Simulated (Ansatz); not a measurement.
# H4O2S2Ti: small, medium and large basis sets

An exercise on one series of results from a longer session: the logs are not shown, and one member is left open.

The runs use Ansatz 0.2.0, Gaussian basis; one geometry, several basis sets.

Plan: PBE0-D4/def2-SVP; ωB97M-V/def2-SVP; PBE0-D4/def2-QZVPP; ωB97M-V/def2-QZVPP; the functionals' def2-TZVPP values are taken from earlier runs.

### The relaxed structure

All runs share one geometry, relaxed beforehand with PBE0-D4 in a triple-zeta def2 set.

9 atoms, charge 0, spin multiplicity 1.

Atoms are counted from 1 here; the program's logs count them from 0.

Bond lengths: O1–Ti2 1.774 Å, O1–H6 0.957 Å, Ti2–O3 1.769 Å, Ti2–S4 2.303 Å, Ti2–S5 2.297 Å, O3–H7 0.958 Å, S4–H8 1.346 Å, S5–H9 1.347 Å. Angles: Ti2–O1–H6 138.9°, O1–Ti2–O3 114.5°, O1–Ti2–S4 107.9°, O1–Ti2–S5 109.7°, O3–Ti2–S4 110.4°, O3–Ti2–S5 104.3°, S4–Ti2–S5 110.0°, Ti2–O3–H7 140.2°, Ti2–S4–H8 91.0°, Ti2–S5–H9 92.3°.

Set-up of the first run:

Input file in.yaml:

```yaml
crystal:
  periodic: [false, false, false]
  atoms:
    - {symbol: O, position_ang: [0.137432, 0.671994, -1.444296]}
    - {symbol: Ti, position_ang: [0.256145, -0.138661, 0.129438]}
    - {symbol: O, position_ang: [1.899238, -0.601214, 0.594178]}
    - {symbol: S, position_ang: [-1.113986, -1.988515, 0.076286]}
    - {symbol: S, position_ang: [-0.421395, 1.294488, 1.791719]}
    - {symbol: H, position_ang: [-0.013381, 1.550530, -1.793252]}
    - {symbol: H, position_ang: [2.795569, -0.567883, 0.258971]}
    - {symbol: H, position_ang: [-1.747177, -1.516849, -1.013546]}
    - {symbol: H, position_ang: [-1.703843, 1.249908, 1.383401]}
basis:
  gaussian: {orbitals: def2-SVP}
hamiltonian: {xc: pbe0, dispersion: d4}
output: {orbitals: {seedname: orbitals}}
```

Started as:

```
> ansatz run in.yaml --threads 4 --pin off --events-out ev --progress --plain --max-ram 10444MiB
```

Among the steps run: PBE0-D4 in def2-SVP; ωB97M-V in def2-SVP; PBE0-D4 in def2-QZVPP; ωB97M-V in def2-QZVPP.

One table of the session follows, with a row left open; its other results are not shown here.

It belongs to the step «Functionals by basis». 

| functional | basis | HOMO (eV) | LUMO (eV) |
| --- | --- | --- | --- |
| PBE0-D4 | def2-SVP | -7.01 | -2.07 |
| PBE0-D4 | def2-TZVPP | -7.21 | -2.18 |
| PBE0-D4 | def2-QZVPP | ? | ? |
| ωB97M-V | def2-SVP | -9.06 | 0.13 |
| ωB97M-V | def2-TZVPP | -9.30 | -0.05 |
| ωB97M-V | def2-QZVPP | -9.34 | -0.12 |

**Question.** Estimate the row for PBE0-D4, def2-QZVPP.

**Answer.** HOMO (eV): -7.24; LUMO (eV): -2.22. In the column «HOMO (eV)» it lies between ωB97M-V, def2-SVP (-9.06) and PBE0-D4, def2-TZVPP (-7.21).
